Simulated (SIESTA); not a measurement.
Ni, a sheet with vacuum:

```xyz
1
Lattice="2.2591 0.0000 0.0000 0.0000 2.2591 0.0000 0.0000 0.0000 23.8000" Properties=species:S:1:pos:R:3 pbc="T T T"
Ni    1.1296    1.1296    7.0001
```

The cell was built by a generator and needn't be a form met in nature.

Alike in all runs: program SIESTA 5.4.2; functional PBE; potentials or basis PseudoDojo 0.4 standard (PBE files); basis DZP (energy shift 0.003 Ry; two zetas on semicore shells); grid cutoff 800 Ry; energy shift 0.003 Ry; k mesh 12 × 12 × 1; occupations fermi-dirac, width 0.05 eV.

Starts and where they ended:

| start | free energy over the lowest (meV/atom) | net moment (μB) | site or absolute moments (μB) | gap |
| --- | --- | --- | --- | --- |
| collinear spin, zero start | 109.7 | 0.00 | - | none (metal or under the smearing width) |
| non-collinear spin, random start of up to 0.83 μB | 0.0 | 0.89 | - | none (metal or under the smearing width) |
| collinear spin, ferromagnetic start of up to 1 μB | 0.0 | 0.89 | Ni +0.89 | none (metal or under the smearing width) |
| collinear spin, fm_larger start of up to 2.5 μB | 0.0 | 0.89 | Ni +0.89 | none (metal or under the smearing width) |

The spin-polarised runs without a constraint all converged, yet they end up to 110 meV/atom apart: a converged run can sit in a state that isn't the lowest. A still lower state may exist.

Caveats: the basis of atomic orbitals isn't converged, which shifts pressures, moduli and gaps.
